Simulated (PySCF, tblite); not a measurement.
# C5H5BF2O: geometry, infrared bands and NMR shifts

Wanted: the infrared bands and NMR shifts of C5H5BF2O (`FBc1occc1CF`), by calculation.

The runs use tblite 0.8.0 and PySCF 2.14.0, with density-fitted response routines of our own; the level of theory stands in each step. All values are computed, except where a source is named. Atoms are numbered from 0 throughout.

**1. The molecule as given**

14 atoms, charge 0, multiplicity 1; geometry from: force field or distance geometry start.

Bonds of the start (Å): F0–B1 1.46, B1–C2 1.54, C2–O3 1.33, O3–C4 1.30, C4–C5 1.40, C5–C6 1.40, C6–C7 1.51, C7–F8 1.39, C6–C2 1.38, B1–H9 1.17, C4–H10 1.08, C5–H11 1.08, C7–H12 1.10, C7–H13 1.09.

**2. Relaxing the molecule with GFN2-xTB**

What the job is given:

```
{"job": {"kind": "relax", "xc": "GFN2-xTB", "basis": "xTB"}, "charge": 0, "multiplicity": 1}
F      2.456700    -1.131300     1.466400
B      1.837800    -1.176800     0.146300
C      0.330700    -0.863900     0.048600
O     -0.667800    -1.738600     0.054100
C     -1.829600    -1.174300    -0.043100
C     -1.616600     0.205600    -0.156200
C     -0.233100     0.383500    -0.093100
C      0.467400     1.720400    -0.137100
F      0.819000     2.117400     1.152800
H      2.381900    -1.638400    -0.781600
H     -2.798800    -1.656700    -0.065800
H     -2.361600     0.979300    -0.258900
H      1.409900     1.571400    -0.689000
H     -0.196500     2.401900    -0.665400
```

Started as:

```sh
$ OMP_NUM_THREADS=1 python probes_run.py task.json out
```

The driver reads the jobs from task.json and runs them one after another.

Standard output:

```text
step      E/eV     max force
  0    -762.48137    3.688
  1    -762.95189    2.086
  2    -763.03945    1.990
  3    -763.09404    0.844
  4    -763.14430    0.368
  5    -763.16133    0.321
  6    -763.16890    0.199
  7    -763.17364    0.166
  8    -763.17684    0.168
  9    -763.17839    0.089
 10    -763.17923    0.078
 11    -763.17992    0.074
 12    -763.18061    0.075
 13    -763.18125    0.068
 14    -763.18193    0.074
 15    -763.18283    0.086
 16    -763.18408    0.119
 17    -763.18578    0.137
 18    -763.18794    0.119
 19    -763.19056    0.153
 20    -763.19369    0.183
 21    -763.19781    0.206
 22    -763.20377    0.284
 23    -763.21266    0.290
 24    -763.22546    0.327
 25    -763.23695    0.381
 26    -763.22896    0.958
 27    -763.25976    0.430
 28    -763.27137    0.267
 29    -763.31217    0.849
 30    -763.33385    0.596
 31    -763.36591    0.700
 32    -763.38250    0.706
 33    -763.40796    0.743
 34    -763.43185    0.364
 35    -763.45368    0.232
 36    -763.47273    0.448
 37    -763.48046    0.248
 38    -763.48708    0.175
 39    -763.49243    0.171
 40    -763.49636    0.202
 41    -763.50047    0.301
 42    -763.50483    0.187
 43    -763.50801    0.133
 44    -763.51074    0.187
 45    -763.51223    0.190
 46    -763.51698    0.165
 47    -763.52121    0.144
 48    -763.52515    0.114
 49    -763.52690    0.173
 50    -763.52785    0.163
 51    -763.52935    0.096
 52    -763.53097    0.077
 53    -763.53175    0.067
 54    -763.53240    0.055
 55    -763.53306    0.069
 56    -763.53353    0.059
 57    -763.53386    0.036
 58    -763.53406    0.037
 59    -763.53429    0.043
 60    -763.53455    0.058
 61    -763.53481    0.055
 62    -763.53504    0.041
 63    -763.53527    0.031
 64    -763.53550    0.035
 65    -763.53569    0.036
 66    -763.53583    0.029
 67    -763.53595    0.027
 68    -763.53607    0.021
 69    -763.53615    0.020
 70    -763.53620    0.019
 71    -763.53623    0.017
 72    -763.53626    0.015
 73    -763.53631    0.019
 74    -763.53637    0.027
 75    -763.53645    0.032
 76    -763.53655    0.031
 77    -763.53672    0.042
 78    -763.53696    0.047
 79    -763.53725    0.046
 80    -763.53756    0.051
 81    -763.53791    0.050
 82    -763.53837    0.076
 83    -763.53906    0.098
 84    -763.53989    0.095
 85    -763.54051    0.100
 86    -763.53993    0.136
 87    -763.54159    0.065
 88    -763.54197    0.052
 89    -763.54273    0.086
 90    -763.54333    0.065
 91    -763.54398    0.121
 92    -763.54505    0.076
 93    -763.54571    0.082
 94    -763.54663    0.069
 95    -763.54799    0.102
 96    -763.54969    0.171
 97    -763.53947    0.578
 98    -763.55154    0.104
 99    -763.55249    0.081
100    -763.55272    0.358
101    -763.55483    0.031
102    -763.55539    0.038
103    -763.55574    0.158
104    -763.55611    0.080
105    -763.55635    0.043
106    -763.55679    0.043
107    -763.55694    0.053
108    -763.55716    0.055
109    -763.55788    0.065
110    -763.55854    0.086
111    -763.55909    0.146
112    -763.56034    0.128
113    -763.56150    0.095
114    -763.56280    0.130
115    -763.56321    0.063
116    -763.56382    0.075
117    -763.56456    0.134
118    -763.56527    0.109
119    -763.56695    0.127
120    -763.56795    0.071
121    -763.56755    0.239
122    -763.56884    0.043
123    -763.56914    0.033
124    -763.56950    0.078
125    -763.56969    0.048
126    -763.56991    0.035
127    -763.57029    0.037
128    -763.57060    0.046
129    -763.57082    0.057
130    -763.57108    0.053
131    -763.57153    0.074
132    -763.57210    0.070
133    -763.57233    0.147
134    -763.57329    0.059
135    -763.57394    0.032
136    -763.57430    0.141
137    -763.57483    0.037
138    -763.57515    0.028
139    -763.57522    0.154
140    -763.57593    0.033
141    -763.57618    0.022
142    -763.57623    0.155
143    -763.57673    0.030
144    -763.57688    0.029
145    -763.57707    0.073
146    -763.57720    0.018
147    -763.57726    0.014
148    -763.57731    0.016
149    -763.57733    0.011
150    -763.57735    0.009
```

Wall time 0.88 s (1 thread of Arm Neoverse V1, shared host).

Relaxation path: (not every step is listed)

```
step  energy from step 0 (eV)  largest force (eV/Å)
   0                   0.0000                3.6878
   1                  -0.4705                2.0856
   2                  -0.5581                1.9901
   3                  -0.6127                0.8444
   4                  -0.6629                0.3681
   5                  -0.6800                0.3212
   6                  -0.6875                0.1988
   7                  -0.6923                0.1658
   8                  -0.6955                0.1676
  21                  -0.7164                0.2056
  34                  -0.9505                0.3637
  47                  -1.0398                0.1439
  60                  -1.0532                0.0580
  73                  -1.0549                0.0193
  86                  -1.0586                0.1360
  99                  -1.0711                0.0810
 112                  -1.0790                0.1279
 125                  -1.0883                0.0482
 138                  -1.0938                0.0278
 145                  -1.0957                0.0732
 146                  -1.0958                0.0181
 147                  -1.0959                0.0137
 148                  -1.0959                0.0162
 149                  -1.0960                0.0114
 150                  -1.0960                0.0095
```

Distances of close pairs at the start and the end, largest changes first:

```csv
bond,before (Å),after (Å),change (Å)
F0–B1,1.459,1.325,-0.134
C2–O3,1.327,1.363,+0.036
C4–C5,1.401,1.367,-0.034
O3–C4,1.295,1.328,+0.033
C7–F8,1.395,1.373,-0.022
C6–C7,1.510,1.489,-0.021
C2–C6,1.376,1.392,+0.015
B1–C2,1.542,1.528,-0.014
```

The next job starts from the end point, and lists it.

**3. Infrared spectrum with GFN2-xTB**

What the job is given:

```
{"job": {"kind": "ir", "xc": "GFN2-xTB", "basis": "xTB"}, "charge": 0, "multiplicity": 1}
F      2.733613    -0.371397    -0.111414
B      1.801611    -1.312161    -0.147075
C      0.340399    -0.872544    -0.070203
O     -0.670477    -1.786238    -0.110973
C     -1.824089    -1.132081    -0.034917
C     -1.623635     0.217059     0.055235
C     -0.226507     0.393987     0.034672
C      0.505540     1.689239     0.102750
F     -0.349491     2.719511     0.406431
H      2.155546    -2.424311    -0.238474
H     -2.726185    -1.712589    -0.054161
H     -2.363898     0.986471     0.129671
H      1.279028     1.671314     0.877870
H      0.967868     1.933269    -0.861580
```

Standard output:

```text
mode    cm-1     km/mol
  1      30.7      9.91
  2     108.4      1.46
  3     110.3      1.48
  4     200.8      3.39
  5     205.3      5.57
  6     262.2      1.88
  7     359.7      6.60
  8     465.2      0.94
  9     594.4      7.32
 10     620.9     12.62
 11     653.3     24.63
 12     742.3     82.72
 13     758.1     26.95
 14     796.5      5.58
 15     842.7      7.05
 16     885.0      3.34
 17     958.0      0.14
 18    1011.7      6.95
 19    1013.4     53.10
 20    1065.1     51.92
 21    1082.0     21.77
 22    1135.9     86.10
 23    1193.5     49.53
 24    1195.6     38.81
 25    1250.2     19.42
 26    1288.4    188.34
 27    1307.3    120.36
 28    1399.1    201.54
 29    1421.0      2.03
 30    1466.4      8.50
 31    1545.5     55.40
 32    2647.8    114.99
 33    2920.5     15.34
 34    2947.5     10.83
 35    3162.2      1.82
 36    3195.8      3.11
```

It took 0.4 s on 1 thread of Arm Neoverse V1, shared host.

Which atoms move in the most intense modes:

| cm⁻¹ | km/mol | atoms |
| --- | --- | --- |
| 742 | 82.7 | H9 48 %, B1 32 %, C2 15 % |
| 1013 | 53.1 | C7 26 %, F8 19 %, H10 15 % |
| 1136 | 86.1 | H10 18 %, B1 15 %, C6 12 %, C2 10 % |
| 1288 | 188.3 | B1 35 %, C2 17 % |
| 1307 | 120.4 | H12 30 %, H13 25 %, C7 19 %, B1 10 % |
| 1399 | 201.5 | C2 28 %, C5 26 %, C6 22 %, C4 12 % |
| 1546 | 55.4 | C6 34 %, C2 24 %, C5 19 %, C4 15 % |
| 2648 | 115.0 | H9 92 % |

**4. Shielding tensors: PBE0/pcSseg-1**

The job, as its differences from that of step 3:

```diff
@@ -1,2 +1,2 @@
-{"job": {"kind": "ir", "xc": "GFN2-xTB", "basis": "xTB"}, "charge": 0, "multiplicity": 1}
+{"job": {"kind": "nmr", "xc": "PBE0", "basis": "pcSseg-1"}, "charge": 0, "multiplicity": 1}
 F      2.733613    -0.371397    -0.111414
```

Method: GIAO PBE0/pcSseg-1 NMR shielding, non-relativistic, gas phase.

Standard output:

```text
coarse grid: 12880 points
cycle   1  E = -492.6007597908  dE =  1.554e+00  |g| = 6.788e-01  |ddm| = 3.549e+00
cycle   2  E = -492.5305730648  dE =  7.019e-02  |g| = 9.805e-01  |ddm| = 1.201e+00
cycle   3  E = -492.6774798620  dE = -1.469e-01  |g| = 8.515e-02  |ddm| = 7.206e-01
cycle   4  E = -492.6782106739  dE = -7.308e-04  |g| = 6.124e-02  |ddm| = 1.047e-01
cycle   5  E = -492.6790217391  dE = -8.111e-04  |g| = 1.285e-02  |ddm| = 6.092e-02
cycle   6  E = -492.6790532021  dE = -3.146e-05  |g| = 5.122e-03  |ddm| = 1.531e-02
cycle   7  E = -492.6790580073  dE = -4.805e-06  |g| = 9.323e-04  |ddm| = 4.026e-03
final grid: 128528 points
cycle   8  E = -492.7512153924  dE = -4.791e-05  |g| = 1.136e-02  |ddm| = 3.759e-02
cycle   9  E = -492.7511654865  dE =  4.991e-05  |g| = 1.982e-02  |ddm| = 2.157e-02
cycle  10  E = -492.7512393646  dE = -7.388e-05  |g| = 2.078e-03  |ddm| = 1.482e-02
cycle  11  E = -492.7512403886  dE = -1.024e-06  |g| = 4.138e-04  |ddm| = 2.138e-03
cycle  12  E = -492.7512404192  dE = -3.055e-08  |g| = 1.611e-04  |ddm| = 4.704e-04
cycle  13  E = -492.7512404243  dE = -5.152e-09  |g| = 4.166e-05  |ddm| = 1.646e-04
cycle  14  E = -492.7512404247  dE = -4.004e-10  |g| = 1.604e-05  |ddm| = 5.252e-05
converged SCF energy = -492.7512404247

GIAO shielding tensors (ppm)
atom      isotropic    diamagn.    paramagn.     s11        s22        s33       span
  0 F      231.308     470.073    -238.765     52.622    129.762    511.540    458.918
  1 B       60.184     192.487    -132.302     24.162     66.440     89.950     65.788
  2 C       29.095     255.510    -226.415    -43.236     23.487    107.033    150.269
  3 O       13.030     398.392    -385.362   -148.984    -70.081    258.155    407.139
  4 C       29.483     253.314    -223.832    -50.348     31.115    107.682    158.030
  5 C       70.362     250.496    -180.134    -16.391     64.577    162.900    179.292
  6 C       32.313     263.590    -231.277    -45.611      7.010    135.541    181.152
  7 C      103.403     238.724    -135.321     71.839     81.616    156.754     84.915
  8 F      434.957     470.494     -35.537    408.784    421.751    474.336     65.552
  9 H       26.286      28.690      -2.404     23.774     26.928     28.156      4.382
 10 H       23.848      29.703      -5.854     21.025     25.138     25.382      4.357
 11 H       24.617      32.333      -7.715     22.014     24.512     27.326      5.312
 12 H       25.319      27.932      -2.613     19.577     26.255     30.126     10.548
 13 H       25.499      27.620      -2.121     20.458     26.771     29.269      8.811
```

It took 27 s on 1 thread of Arm Neoverse V1, shared host; peak memory 0.8 GiB.

Shifts follow as δ = σ(reference) − σ, with reference shieldings (ppm) from runs at the same level and on the same kind of geometry: 1H TMS 31.72, 13C TMS 186.9, 19F CFCl3 170.9, 17O H2O 336.1, 11B BF3·OEt2 100.1. The references are single molecules in the gas phase, so shifts against H2O, NH3, PH3, H3PO4 or CFCl3 are not on the usual liquid scales and can be off by tens of ppm. Atoms listed in one row are averaged.

```csv
atoms,environment,σ (ppm),δ (ppm),δ scaled to CDCl3
C2,substituted aromatic carbon next to the ring oxygen,29.1,157.8,152.1
C4,aromatic CH next to the ring oxygen,29.5,157.4,151.7
C6,substituted aromatic carbon,32.3,154.6,149.0
C5,aromatic CH,70.4,116.6,111.9
C7,"sp3 CH2 bonded to F, on an aromatic ring",103.4,83.5,79.6
H10,hydrogen on an aromatic CH next to the ring oxygen,23.85,7.87,7.52
H11,hydrogen on an aromatic CH,24.62,7.10,6.80
"H12, H13","hydrogen on an sp3 CH2 bonded to F, on an aromatic ring",25.41,6.31,6.05
H9,"hydrogen on a boron bonded to C, F",26.29,5.43,–
F0,fluorine bonded to B,231.3,-60.4,–
F8,fluorine on an sp3 carbon,435.0,-264.0,–
B1,"boron bonded to C, F, H",60.2,39.9,–
O3,aromatic ring oxygen,13.0,323.0,–
```

The scaled column applies a straight-line fit of computed shieldings to shifts measured in CDCl3, and one for carbons that bear F (root-mean-square error 0.16 ppm for H, 1.9 ppm for C).

Charges from the same density, by scheme (e):

| atoms | Mulliken | IAO | Hirshfeld | ESP fit |
| --- | --- | --- | --- | --- |
| F0 | -0.30 | -0.31 | -0.12 | -0.28 |
| B1 | 0.50 | 0.35 | 0.19 | 0.47 |
| C2 | 0.05 | -0.03 | -0.05 | -0.15 |
| O3 | -0.36 | -0.21 | -0.05 | -0.22 |
| C4 | 0.20 | 0.05 | 0.04 | 0.15 |
| C5 | -0.11 | -0.23 | -0.09 | -0.48 |
| C6 | -0.39 | -0.02 | -0.01 | 0.23 |
| C7 | 0.34 | 0.04 | 0.03 | 0.03 |
| F8 | -0.34 | -0.32 | -0.11 | -0.22 |

Mayer bond orders: F0–B1 1.09, B1–C2 1.07, C2–O3 0.97, O3–C4 1.15, C4–C5 1.51, C5–C6 1.32, C6–C7 1.03, C7–F8 0.90, C6–C2 1.43.

Ring of atoms C2, O3, C4, C5, C6: NICS(0) -11.3, NICS(1) -10.6, NICS(1)zz -26.4 ppm (means of both faces).

**5. Results**

| quantity | value |
| --- | --- |
| strongest single infrared mode (GFN2-xTB) | 1399 cm⁻¹, 202 km/mol |
| zero-point energy (GFN2-xTB) | 58.4 kcal/mol |
| 13C shifts against TMS (PBE0/pcSseg-1) | 157.8, 157.4, 154.6, 116.6, 83.5 ppm |
| 1H shifts against TMS (PBE0/pcSseg-1, means over atoms taken as alike) | 7.87, 7.10, 6.31, 5.43 ppm |
| 19F shifts against CFCl3 (PBE0/pcSseg-1) | -60.4, -264.0 ppm |
| 11B shifts against BF3·OEt2 (PBE0/pcSseg-1) | 39.9 ppm |
| 17O shifts against H2O (PBE0/pcSseg-1) | 323.0 ppm |

What this shows: Over 150 steps the energy fell by 1.096 eV; of the close pairs, F0–B1 changed most, 1.459 to 1.325 Å. All 36 modes are real, so the xTB geometry is a minimum. The strongest single mode, at 1399 cm⁻¹, is spread over several atoms, C2, C5, C6, C4 among them. GFN2-xTB is a fitted tight-binding method: band positions and strengths are rough. Its intensities can rank the bands wrongly. At PBE0/pcSseg-1: The widest tensor belongs to F0: span 459 ppm, with a paramagnetic part of -239 ppm. NICS(1)zz of -26 ppm above the planar ring from C2 marks a diatropic (aromatic) ring current.
